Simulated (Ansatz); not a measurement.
# Si2Mo: the cost of one run

Computed with Ansatz 0.2.0 (DFT PBEsol, scalar-relativistic, plane waves, PAW, unless a step's input says otherwise).

1 further run of the same task is left out (set aside as unsound or not needed). Runs told in other sessions of the task aren't counted.

### Step 1. The system as given

It takes space group P6_222 (No. 180, hexagonal). Conventional cell: a = 4.574 Å, b = 4.574 Å, c = 6.567 Å, α = 90.00°, β = 90.00°, γ = 120.00°. Si (site symmetry 2) is surrounded by 5 Si at 2.55 to 2.66 Å and 5 Mo at 2.56 to 2.66 Å. Mo (site symmetry 222) has 10 Si at 2.56 to 2.66 Å in its first shell of neighbours.

As a file:

```cif
data_structure
_symmetry_space_group_name_H-M 'P6_222'
_symmetry_Int_Tables_number 180
_cell_length_a 4.5744
_cell_length_b 4.5744
_cell_length_c 6.5666
_cell_angle_alpha 90.000
_cell_angle_beta 90.000
_cell_angle_gamma 120.000
_cell_volume 119.00
loop_
_atom_site_label
_atom_site_type_symbol
_atom_site_symmetry_multiplicity
_atom_site_Wyckoff_symbol
_atom_site_fract_x
_atom_site_fract_y
_atom_site_fract_z
_atom_site_occupancy
Si1 Si 6 j 0.16417 0.83583 0.83333 1
Mo1 Mo 3 d 0.50000 0.00000 0.50000 1
```

It goes back to an entry of the Materials Project, which need not be the stable form.

It is the result of an earlier relaxation at this level (volume 13.22 Å³/atom; gap on the mesh: 0.04 eV).

### Step 2. The reference cell

The reference gives a free energy of -18426.5508 eV, pressure -0.01 GPa, largest force 0.001 eV/Å and gap on the mesh 0.04 eV. It was computed beforehand with the settings of the runs below.

### Step 3. Harmonic modes of this cell

input.yaml

```yaml
crystal:
  lattice:
    - [4.5744403908, 0.0, 0.0]
    - [-2.2872201954, 3.9615815865, 0.0]
    - [0.0, 0.0, 6.5665572496]
  atoms:
    - { symbol: Si, position: [0.1641680652, 0.8358319348, 0.8333333333] }
    - { symbol: Si, position: [0.3283361305, 0.1641680652, 0.1666666667] }
    - { symbol: Si, position: [0.8358319348, 0.6716638695, 0.5] }
    - { symbol: Si, position: [0.8358319348, 0.1641680652, 0.8333333333] }
    - { symbol: Si, position: [0.6716638695, 0.8358319348, 0.1666666667] }
    - { symbol: Si, position: [0.1641680652, 0.3283361305, 0.5] }
    - { symbol: Mo, position: [0.5, 0.0, 0.5] }
    - { symbol: Mo, position: [0.0, 0.5, 0.1666666667] }
    - { symbol: Mo, position: [0.5, 0.5, 0.8333333333] }
basis:
  ecutwfc: 420
kpoints:
  mp_grid: { grid: [12, 12, 6] }
hamiltonian:
  xc: pbesol
scf:
  occupations: { method: gaussian, width: 0.15 }
output:
  eigenvalues: true
phonons:
  method: fd
  supercell: [1, 1, 1]
  amplitude: 0.02
  eigenvectors: true
  dielectric: false
```

Command:

```console
$ ansatz run input.yaml --threads 2 --pin off --max-ram 5120MiB --backend cpu --events-out ev --progress --plain --runs-dir out
```

Q: Estimate wall time and peak memory on 2 threads of Arm Neoverse V2, shared host.

About 6.6 min, with a peak of 1.7 GiB.
